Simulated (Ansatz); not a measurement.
# CH7B2NOSi: up Jacob's ladder to CCSD(T)

One table from this session's results is given with a row withheld; the runs are named, their logs left out.

Program: Ansatz 0.2.0, Gaussian basis. Level of theory: functionals in def2-TZVPP, the program's frozen cores in correlated methods. These are calculated values, not measurements.

Plan: PBE-D4, r2SCAN-D4, PBE0-D4, B3LYP-D4, ωB97X-V, ωB97M-V, B2PLYP; CCSD(T)/def2-TZVPP; MP2/def2-QZVPP; extrapolation to the limit.

## Structure used throughout

The geometry comes from an earlier relaxation with PBE0-D4 in a triple-zeta def2 set; it is a stationary point, not always the lowest conformer.

SMILES `B[SiH]1BN1CO`, 13 atoms, charge 0, spin multiplicity 1.

Atoms are counted from 1 here; the program's logs count them from 0.

Bond lengths: B1–Si2 1.959 Å, B1–H7 1.197 Å, B1–H8 1.196 Å, Si2–B3 1.969 Å, Si2–N4 1.782 Å, Si2–H9 1.488 Å, B3–N4 1.359 Å, B3–H10 1.186 Å, N4–C5 1.440 Å, C5–O6 1.391 Å, C5–H11 1.093 Å, C5–H12 1.099 Å, O6–H13 0.962 Å. Angles: Si2–B1–H7 119.5°, Si2–B1–H8 121.9°, H7–B1–H8 118.3°, B1–Si2–B3 118.9°, B1–Si2–N4 117.3°, B1–Si2–H9 120.5°, B3–Si2–N4 42.1°, B3–Si2–H9 119.5°, N4–Si2–H9 112.6°, Si2–B3–N4 61.6°, Si2–B3–H10 158.8°, N4–B3–H10 139.7°, Si2–N4–B3 76.3°, Si2–N4–C5 143.1°, B3–N4–C5 140.6°, N4–C5–O6 112.8°, N4–C5–H11 109.2°, N4–C5–H12 108.0° and more.

The first run:

in.yaml reads:

```yaml
crystal:
  periodic: [false, false, false]
  atoms:
    - {symbol: B, position_ang: [-2.602906, -0.307953, -0.415819]}
    - {symbol: Si, position_ang: [-0.909176, 0.386084, -1.113194]}
    - {symbol: B, position_ang: [0.212500, 1.507815, 0.052708]}
    - {symbol: N, position_ang: [0.536410, 0.195753, -0.089448]}
    - {symbol: C, position_ang: [1.518521, -0.761433, 0.348235]}
    - {symbol: O, position_ang: [2.464989, -0.210144, 1.205080]}
    - {symbol: H, position_ang: [-2.655263, -0.714208, 0.708570]}
    - {symbol: H, position_ang: [-3.621093, -0.232534, -1.038677]}
    - {symbol: H, position_ang: [-0.596240, 0.297220, -2.564698]}
    - {symbol: H, position_ang: [0.593201, 2.476588, 0.620923]}
    - {symbol: H, position_ang: [2.066966, -1.135117, -0.520206]}
    - {symbol: H, position_ang: [0.987715, -1.606346, 0.808310]}
    - {symbol: H, position_ang: [2.024877, 0.069374, 2.013218]}
basis:
  gaussian: {orbitals: def2-TZVPP}
hamiltonian: {xc: pbe, dispersion: d4}
output: {forces: true, orbitals: {seedname: orbitals}}
```

Launch:

```bash
$ ansatz run in.yaml --threads 4 --pin off --events-out ev --progress --plain --max-ram 10444MiB
```

Steps of the session up to this table: PBE-D4 (GGA); r2SCAN-D4 (meta-GGA); PBE0-D4 (hybrid); B3LYP-D4 (hybrid); ωB97X-V (range-separated); ωB97M-V (range-separated); B2PLYP (double hybrid); CCSD(T) in def2-TZVPP; MP2 in def2-QZVPP.

One table of the session follows, with a row left open; its other results are not shown here.

It belongs to the step «Atomisation energies». 

| method | atomisation energy (kJ/mol) |
| --- | --- |
| PBE-D4 | 4818.1 |
| r2SCAN-D4 | 4726.4 |
| PBE0-D4 | 4721.4 |
| B3LYP-D4 | 4712.3 |
| ωB97X-V | 4715.6 |
| ωB97M-V | 4716.5 |
| B2PLYP | 4649.7 |
| HF/def2-TZVPP | 3366.1 |
| MP2/def2-TZVPP | ? |
| CCSD/def2-TZVPP | 4468.0 |
| CCSD(T)/def2-TZVPP | 4546.0 |
| MP2/CBS | 4760.4 |
| CCSD(T)/CBS | 4673.0 |

Q: Estimate the row for MP2/def2-TZVPP from the others.

**Answer.** atomisation energy (kJ/mol): 4633.4. In the column «atomisation energy (kJ/mol)» it lies between CCSD(T)/def2-TZVPP (4546.0) and B2PLYP (4649.7).
